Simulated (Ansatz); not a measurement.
# FH2SSb: the cost of one run

All numbers are computed with Ansatz 0.2.0, driven from Python. Level of theory: Hartree-Fock/def2-SVP.

### 1 The structure

Bond lengths: F1–Sb2 1.994 Å, Sb2–S3 2.425 Å, Sb2–H4 1.750 Å, S3–H5 1.386 Å. Angles: F1–Sb2–S3 90.7°, F1–Sb2–H4 94.4°, S3–Sb2–H4 88.8°, Sb2–S3–H5 93.6°.

fh2ssb.xyz, read by the script:

```xyz
5

F    -1.09960   -0.86430    1.19940
Sb   -0.56710   -0.88360   -0.72180
S     1.63960   -0.05670   -0.15030
H    -1.06910    0.76670   -1.01540
H     1.14600    0.96420    0.64670
```

### 2 The code

The input, relaxed_scan_fh2ssb.py:

```python
# -*- coding: utf-8 -*-
"""Relaxed scan of one distance in FH2SSb."""

import ansatz as az
import numpy as np


def main():
    mol = az.Crystal.molecule_from_extxyz("fh2ssb.xyz")

    calculation = (
        mol.calculation()
        .basis(gaussian="def2-SVP")
        .functional("hf")
        .accuracy("medium")
        .scf(lower_state_search="off")
    )
    symbols = [site.symbol for site in mol.cartesian_sites]
    pairs = [(0, 1), (1, 2), (1, 3), (2, 4)]
    print("held (A)   E (eV)        ", "  ".join(f"{symbols[i]}{i}-{symbols[j]}{j}" for i, j in pairs))
    for length in [1.28, 1.39, 1.5, 1.66, 1.87]:
        data = calculation.relax(constraints=[az.DistanceConstraint((2, 4), at=length)], force_tolerance=0.02, max_steps=60).run(threads=1, backend="cpu").report
        xyz = np.array(data["positions_ang"])
        print(f"{length:6.2f} {data['free_energy_ev']:14.5f}  ", "  ".join(f"{np.linalg.norm(xyz[i] - xyz[j]):.3f}" for i, j in pairs))


if __name__ == "__main__":
    main()
```

### 3 What the engine is handed

The package turns the script's settings into the engine's input (first run):

```yaml
crystal:
  periodic: [false, false, false]
  atoms:
    - { symbol: F, position_ang: [-1.0996, -0.8643, 1.1994] }
    - { symbol: Sb, position_ang: [-0.5671, -0.8836, -0.7218] }
    - { symbol: S, position_ang: [1.6396, -0.0567, -0.1503] }
    - { symbol: H, position_ang: [-1.0691, 0.7667, -1.0154] }
    - { symbol: H, position_ang: [1.146, 0.9642, 0.6467] }
accuracy: medium
basis:
  gaussian:
    orbitals: def2-SVP
hamiltonian:
  xc: hf
scf:
  lower_state_search: "off"
relax:
  f_tol: 0.02
  max_steps: 60
  constraints:
    - { distance: [2, 4], at: 1.28 }
```

### 4 Launch

The run is started by

```console
$ python relaxed_scan_fh2ssb.py
```

**Question.** How long does this script take on 1 thread of Arm Neoverse V1, shared host, and how much memory does it need?

About 52 s, with a peak of 0.2 GiB.
